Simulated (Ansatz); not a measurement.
# C3H6FNSi: small, medium and large basis sets

One table from this session's results is given with a row withheld; the runs are named, their logs left out.

Method: one geometry, several basis sets; program: Ansatz 0.2.0, Gaussian basis.

Levels to be run: PBE0-D4/def2-SVP; ωB97M-V/def2-SVP; PBE0-D4/def2-QZVPP; ωB97M-V/def2-QZVPP; the functionals' def2-TZVPP values are taken from earlier runs.

## Structure used throughout

An earlier PBE0-D4 in a triple-zeta def2 set relaxation fixed the geometry.

SMILES `NC1(F)C=C[SiH2]1`, 12 atoms, charge 0, spin multiplicity 1.

Atoms are counted from 1 here; the program's logs count them from 0.

Bond lengths: N1–C2 1.404 Å, N1–H7 1.014 Å, N1–H8 1.010 Å, C2–F3 1.417 Å, C2–C4 1.513 Å, C2–Si6 1.926 Å, C4–C5 1.340 Å, C4–H9 1.091 Å, C5–Si6 1.855 Å, C5–H10 1.082 Å, Si6–H11 1.486 Å, Si6–H12 1.489 Å. Angles: C2–N1–H7 112.5°, C2–N1–H8 112.7°, H7–N1–H8 109.4°, N1–C2–F3 111.7°, N1–C2–C4 114.2°, N1–C2–Si6 119.7°, F3–C2–C4 109.2°, F3–C2–Si6 114.4°, C4–C2–Si6 84.5°, C2–C4–C5 107.9°, C2–C4–H9 123.6°, C5–C4–H9 128.5°, C4–C5–Si6 92.3°, C4–C5–H10 126.4°, Si6–C5–H10 141.3°, C2–Si6–C5 75.2°, C2–Si6–H11 115.7°, C2–Si6–H12 118.0° and more.

The first run:

The input, in.yaml:

```yaml
crystal:
  periodic: [false, false, false]
  atoms:
    - {symbol: N, position_ang: [0.491226, -1.393099, 0.988740]}
    - {symbol: C, position_ang: [0.482781, -0.473655, -0.072541]}
    - {symbol: F, position_ang: [1.480723, -0.772630, -1.033683]}
    - {symbol: C, position_ang: [0.621041, 0.970012, 0.356845]}
    - {symbol: C, position_ang: [-0.485194, 1.621862, -0.027642]}
    - {symbol: Si, position_ang: [-1.195408, 0.102808, -0.821292]}
    - {symbol: H, position_ang: [1.379026, -1.412420, 1.477566]}
    - {symbol: H, position_ang: [0.249180, -2.329227, 0.695780]}
    - {symbol: H, position_ang: [1.490529, 1.361400, 0.887048]}
    - {symbol: H, position_ang: [-0.711696, 2.664477, 0.152775]}
    - {symbol: H, position_ang: [-1.278207, 0.085818, -2.305296]}
    - {symbol: H, position_ang: [-2.446998, -0.480548, -0.264197]}
basis:
  gaussian: {orbitals: def2-SVP}
hamiltonian: {xc: pbe0, dispersion: d4}
output: {orbitals: {seedname: orbitals}}
```

Steps of the session up to this table: PBE0-D4 in def2-SVP; ωB97M-V in def2-SVP; PBE0-D4 in def2-QZVPP; ωB97M-V in def2-QZVPP.

One table of the session follows, with a row left open; its other results are not shown here.

It belongs to the step «Functionals by basis». 

```
functional       basis  HOMO (eV)  LUMO (eV)
   PBE0-D4    def2-SVP      -7.47      -0.32
   PBE0-D4  def2-TZVPP      -7.65      -0.51
   PBE0-D4  def2-QZVPP          ?          ?
   ωB97M-V    def2-SVP      -9.77       1.91
   ωB97M-V  def2-TZVPP      -9.95       1.58
   ωB97M-V  def2-QZVPP      -9.99       1.23
```

Q: Estimate the row for PBE0-D4, def2-QZVPP from the others.

**Answer.** HOMO (eV): -7.70; LUMO (eV): -0.58. In the column «HOMO (eV)» it lies between ωB97M-V, def2-SVP (-9.77) and PBE0-D4, def2-TZVPP (-7.65).
